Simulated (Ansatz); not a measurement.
# C2H8FOPSi: the cost of one run

Method: RKS PBE0-D4/def2-SVP, in Ansatz 0.2.0.

## Step 1: Starting point

Bond lengths: C1–O2 1.470 Å, O2–Si3 1.664 Å, Si3–P4 2.160 Å, Si3–C5 1.846 Å, C5–F6 1.372 Å, C1–H7 1.057 Å, C1–H8 1.053 Å, C1–H9 1.154 Å, Si3–H10 1.499 Å, P4–H11 1.422 Å, P4–H12 1.361 Å, C5–H13 1.151 Å, C5–H14 1.070 Å. Angles (14 of 22 angles, heavy atoms first): C1–O2–Si3 118.8°, O2–Si3–P4 109.3°, O2–Si3–C5 115.2°, P4–Si3–C5 109.6°, Si3–C5–F6 111.3°, O2–C1–H7 112.2°, O2–C1–H8 105.8°, O2–C1–H9 107.8°, O2–Si3–H10 107.2°, P4–Si3–H10 106.2°, C5–Si3–H10 108.9°, Si3–P4–H11 97.6°, Si3–P4–H12 100.3°, Si3–C5–H13 110.7°.

Structure file:

```xyz
14

C    -0.0872   -1.5391    1.6435
O    -0.8041   -1.0066    0.4762
Si   -0.0105    0.0465   -0.5386
P    -1.2564    0.4598   -2.2536
C     0.5223    1.6343    0.2376
F     1.3881    1.4130    1.2786
H     0.8113   -2.0257    1.3717
H    -0.7649   -2.1855    2.1253
H     0.0872   -0.6674    2.3788
H     1.1984   -0.6689   -1.0620
H    -1.4027   -0.8802   -2.7058
H    -0.3140    0.8701   -3.1462
H    -0.3841    2.2060    0.6575
H     1.0036    2.3145   -0.4341
```

## Step 2: End point A

input.yaml reads:

```yaml
crystal:
  periodic: [false, false, false]
  atoms:
    - { symbol: C, position_ang: [-0.0872, -1.5391, 1.6435] }
    - { symbol: O, position_ang: [-0.8041, -1.0066, 0.4762] }
    - { symbol: Si, position_ang: [-0.0105, 0.0465, -0.5386] }
    - { symbol: P, position_ang: [-1.2564, 0.4598, -2.2536] }
    - { symbol: C, position_ang: [0.5223, 1.6343, 0.2376] }
    - { symbol: F, position_ang: [1.3881, 1.413, 1.2786] }
    - { symbol: H, position_ang: [0.8113, -2.0257, 1.3717] }
    - { symbol: H, position_ang: [-0.7649, -2.1855, 2.1253] }
    - { symbol: H, position_ang: [0.0872, -0.6674, 2.3788] }
    - { symbol: H, position_ang: [1.1984, -0.6689, -1.062] }
    - { symbol: H, position_ang: [-1.4027, -0.8802, -2.7058] }
    - { symbol: H, position_ang: [-0.314, 0.8701, -3.1462] }
    - { symbol: H, position_ang: [-0.3841, 2.206, 0.6575] }
    - { symbol: H, position_ang: [1.0036, 2.3145, -0.4341] }
basis:
  gaussian: { orbitals: def2-SVP }
hamiltonian:
  xc: pbe0
  dispersion: d4
relax:
  f_tol: 0.015
  max_steps: 40
```

On the command line:

```bash
$ ansatz run input.yaml --threads 2 --pin off --max-ram 3072MiB --backend cpu --events-out ev --progress --plain --runs-dir out
```

Q: Estimate wall time and peak memory on 2 threads of Arm Neoverse V1, shared host.

About 55 s, with a peak of 0.34 GiB.
